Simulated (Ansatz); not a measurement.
Working through a single point from a YAML input of Rb3AuCl6, space group Fm-3m

Computed with the Python package of Ansatz (0.2.0).

Input file `scf.yaml`:
```yaml
crystal:
  lattice:
    - [0.0, 5.521754, 5.521754]
    - [5.521754, 0.0, 5.521754]
    - [5.521754, 5.521754, 0.0]
  atoms:
    - { symbol: Rb, position: [0.75, 0.75, 0.75] }
    - { symbol: Rb, position: [0.25, 0.25, 0.25] }
    - { symbol: Rb, position: [0.5, 0.5, 0.5] }
    - { symbol: Au, position: [0.0, 0.0, 0.0] }
    - { symbol: Cl, position: [0.775174, 0.224826, 0.224826] }
    - { symbol: Cl, position: [0.224826, 0.224826, 0.775174] }
    - { symbol: Cl, position: [0.224826, 0.775174, 0.775174] }
    - { symbol: Cl, position: [0.224826, 0.775174, 0.224826] }
    - { symbol: Cl, position: [0.775174, 0.224826, 0.775174] }
    - { symbol: Cl, position: [0.775174, 0.775174, 0.224826] }
kpoints:
  mp_grid: { kspacing: 0.3 }
hamiltonian:
  xc: pbesol
scf:
  occupations: { method: gaussian, width: 0.15 }
output:
  forces: true
  stress: true
  eigenvalues: true
```

Run as a notebook:

In [1]:
```python
import json
import warnings

import ansatz as az
import yaml
```

In [2]:
```python
warnings.simplefilter('ignore', az.DeckWarning)
```

In [3]:
```python
with open('scf.yaml') as handle:
    tree = yaml.safe_load(handle)
print('sections:', list(tree))
result = az.Session.from_dict(tree).plan(threads=1).execute()
data = result.report
```
```text
sections: ['crystal', 'kpoints', 'hamiltonian', 'scf', 'output']
```

In [4]:
```python
[(site.symbol, site.position_frac.round(4).tolist()) for site in result.lattice.sites]
```
Out [4]:
```text
[(<Element.RB: 'Rb'>, [0.75, 0.75, 0.75]), (<Element.RB: 'Rb'>, [0.25, 0.25, 0.25]),
 (<Element.RB: 'Rb'>, [0.5, 0.5, 0.5]), (<Element.AU: 'Au'>, [0.0, 0.0, 0.0]),
 (<Element.CL: 'Cl'>, [0.7752, 0.2248, 0.2248]), (<Element.CL: 'Cl'>, [0.2248, 0.2248, 0.7752]),
 (<Element.CL: 'Cl'>, [0.2248, 0.7752, 0.7752]), (<Element.CL: 'Cl'>, [0.2248, 0.7752, 0.2248]),
 (<Element.CL: 'Cl'>, [0.7752, 0.2248, 0.7752]), (<Element.CL: 'Cl'>, [0.7752, 0.7752, 0.2248])]
```

In [5]:
```python
print(f'free energy      {data["free_energy_ev"]:.5f} eV')
print(f'per atom         {data["free_energy_ev"] / len(result.lattice.sites):.5f} eV')
print(f'SCF iterations   {data["n_iterations"]}  (converged: {data["converged"]})')
```
```text
free energy      -29034.66093 eV
per atom         -2903.46609 eV
SCF iterations   10  (converged: True)
```

In [6]:
```python
fermi = data['fermi_energy_ev']
print('levels less the Fermi level (eV) at the first k-points')
for k, levels in list(zip(data['kpoints_frac'], data['eigenvalues_ev']))[:4]:
    print('k = ({:.3f}, {:.3f}, {:.3f})'.format(*k))
    print('   ', ' '.join(f'{e - fermi:.3f}' for e in levels))
```
```text
levels less the Fermi level (eV) at the first k-points
k = (0.000, 0.000, 0.000)
    -105.699 -57.076 -57.076 -57.076 -26.220 -26.219 -25.497 -14.660 -14.221 -14.221 -14.221 -14.153 -14.153 -10.297 -10.297 -10.297 -10.282 -10.282 -10.282 -9.687 -9.687 -9.687 -5.436 -5.385 -5.385 -4.576 -4.576 -4.576 -3.333 -3.333 -3.333 -2.026 -2.026 -2.026 -2.008 -2.008 -2.008 -1.863 -1.863 -1.863 -1.468 -1.468 -1.468 -0.070 -0.070 2.978 4.197 5.079 5.390 5.390 5.771 5.771 5.771 5.963
k = (0.000, 0.000, 0.250)
    -105.699 -57.076 -57.076 -57.076 -26.220 -26.219 -25.497 -14.666 -14.216 -14.215 -14.215 -14.160 -14.160 -10.292 -10.292 -10.286 -10.281 -10.281 -10.275 -9.713 -9.692 -9.692 -5.332 -5.332 -5.277 -4.574 -4.563 -4.563 -3.487 -3.386 -3.386 -2.186 -2.186 -2.181 -1.963 -1.928 -1.921 -1.921 -1.878 -1.878 -1.556 -1.556 -1.523 0.047 0.047 3.497 4.450 5.190 5.661 5.661 5.681 5.987 5.987 6.189
k = (0.000, 0.000, -0.500)
    -105.699 -57.076 -57.076 -57.076 -26.220 -26.220 -25.497 -14.671 -14.211 -14.206 -14.206 -14.170 -14.170 -10.286 -10.286 -10.282 -10.282 -10.272 -10.271 -9.738 -9.696 -9.696 -5.274 -5.274 -5.085 -4.569 -4.548 -4.548 -3.673 -3.446 -3.446 -2.375 -2.279 -2.279 -1.940 -1.920 -1.920 -1.902 -1.845 -1.845 -1.659 -1.659 -1.593 0.157 0.157 4.386 4.729 4.847 5.701 6.106 6.106 6.149 6.149 6.438
k = (0.000, 0.250, 0.250)
    -105.699 -57.076 -57.076 -57.076 -26.220 -26.219 -25.497 -14.658 -14.224 -14.224 -14.201 -14.178 -14.151 -10.290 -10.290 -10.284 -10.278 -10.278 -10.277 -9.710 -9.688 -9.688 -5.419 -5.386 -5.201 -4.592 -4.551 -4.551 -3.517 -3.312 -3.312 -2.161 -2.161 -2.146 -2.075 -2.065 -1.928 -1.928 -1.774 -1.774 -1.627 -1.627 -1.472 -0.072 0.001 3.613 4.453 5.304 5.640 5.808 6.006 6.006 6.010 6.298
```

In [7]:
```python
keep = ['free_energy_ev', 'energy_sigma0_ev', 'fermi_energy_ev', 'n_iterations', 'converged', 'magnetization_mub', 'n_kpoints']
with open('rb3aucl6.json', 'w') as handle:
    json.dump({key: data[key] for key in keep}, handle, indent=1)

print('energy terms (eV)')
for term, value in data['components'].items():
    if abs(value) > 1e-9:
        print(f'  {term:26s} {value:16.5f}')
```
```text
energy terms (eV)
  e_band                           -935.77964
  e_kinetic                        2141.36039
  e_local                         -7856.26787
  e_nonlocal                        775.71628
  e_hartree                        2935.10536
  e_xc                            -1246.76256
  e_vxc                           -1406.91074
  e_paw                          -21123.06192
  e_vpaw                           -459.88849
  e_augmentation_tail                 0.00198
  e_ewald                         -4661.78390
  e_core_change                       1.15108
  e_smearing                         -0.11978
```

File `rb3aucl6.json` afterwards:
```json
{
 "free_energy_ev": -29034.66093181125,
 "energy_sigma0_ev": -29034.601040870828,
 "fermi_energy_ev": 2.8708050159731124,
 "n_iterations": 10,
 "converged": true,
 "magnetization_mub": 0.0,
 "n_kpoints": 8
}
```

Reading the output:
- Absolute energies stand on the zero of these potentials, so only differences at equal settings mean something.
- The energy terms are those on the plane-wave grid, with the one-centre PAW part apart; e_band, e_vxc and e_vpaw aren't summands of the total.
- The computed bands are complete only to about 6.0 eV above the Fermi level.
- The structure comes from a database of computed cells and needn't be a stable or known phase.
- Levels are Kohn-Sham eigenvalues on this mesh, without spin-orbit coupling.
- By the engine's processor time: 8.8 s on 1 thread of Intel(R) Xeon(R) Processor @ 2.30GHz, on a shared host, peak memory 0.81 GiB.
